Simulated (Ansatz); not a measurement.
**InBS3: further runs on a relaxed guess**

Aim: for this structure of InBS3, see whether it has a gap, which orbitals make up the states near it and how charge is shared.

Computed with Ansatz 0.2.0 (DFT PBE, scalar-relativistic, plane waves, PAW, unless a step's input says otherwise).

1 further run of the same task is left out (set aside as unsound or not needed).

## (1) Starting point

The structure is cubic, space group Pm-3m (No. 221). The conventional cell has a = 5.034 Å, b = 5.034 Å, c = 5.034 Å, α = 90.00°, β = 90.00°, γ = 90.00°. Around In (site symmetry m-3m) lie 6 S at 2.52 Å. B (site symmetry m-3m) is surrounded by 12 S at 3.56 Å. S (site symmetry 4/mmm) is surrounded by 2 In at 2.52 Å.

As a file:

```
CELL_PARAMETERS angstrom
5.03372 0.00000 0.00000
0.00000 5.03372 0.00000
0.00000 0.00000 5.03372
ATOMIC_POSITIONS crystal
In 0.00000 0.00000 0.00000
B 0.50000 0.50000 0.50000
S 0.00000 0.00000 0.50000
S 0.00000 0.50000 0.00000
S 0.50000 0.00000 0.00000
```

It is the end of an earlier relaxation with the same method, from a generated guess; it is a trial structure. At a tolerance of 0.05 Å it has space group Pm-3m (No. 221); it has 25.51 Å³/atom, an uncorrected energy of +1.36 eV/atom over the elements.

## (2) Bands, states and charges

input.yaml reads:

```yaml
crystal:
  lattice:
    - [5.0337197686, 0.0, 0.0]
    - [0.0, 5.0337197686, 0.0]
    - [0.0, 0.0, 5.0337197686]
  atoms:
    - { symbol: In, position: [0.0, 0.0, 0.0] }
    - { symbol: B, position: [0.5, 0.5, 0.5] }
    - { symbol: S, position: [0.0, 0.0, 0.5] }
    - { symbol: S, position: [0.0, 0.5, 0.0] }
    - { symbol: S, position: [0.5, 0.0, 0.0] }
basis:
  ecutwfc: 420
kpoints:
  mp_grid: { grid: [8, 8, 8] }
  band_path:
    path:
      - [[0.0, 0.0, 0.0], [0.0, 0.5, 0.0], [0.5, 0.5, 0.0], [0.0, 0.0, 0.0], [0.5, 0.5, 0.5], [0.0, 0.5, 0.0]]
      - [[0.5, 0.5, 0.5], [0.5, 0.5, 0.0]]
    npoints: 14
hamiltonian:
  xc: pbe
scf:
  occupations: { method: gaussian, width: 0.1 }
  n_extra_bands: 12
output:
  forces: true
  stress: true
  eigenvalues: true
  populations: true
  dos: { projected: true, de: 0.02, nscf_kmesh: { grid: [10, 10, 10] } }
  bader: true
  write_density: true
  write_potential: true
  elf: true
  volumetric_format: npy
```

The run is started by

```
ansatz run input.yaml --threads 1 --pin off --max-ram 2048MiB --backend cpu --events-out ev --progress --plain --runs-dir out
```

Q: Predict the outcome of this session. Wanted: gap; states at the Fermi level; Bader charges.

As calculated:

```
                 quantity                         value
                      gap                  none (metal)
states at the Fermi level          5.23 per eV per cell
            Bader charges  In +1.37, B +0.41, S -0.59 e
```

What this shows: There is no gap at this level. Of the projected weight within 0.25 eV of the Fermi level, the largest part is S 3p (96 %). Charge transfer between the atoms is strong (Bader charges up to 1.4 e). Spin polarisation is off in the runs that give these values; a magnetic solution could lie lower.
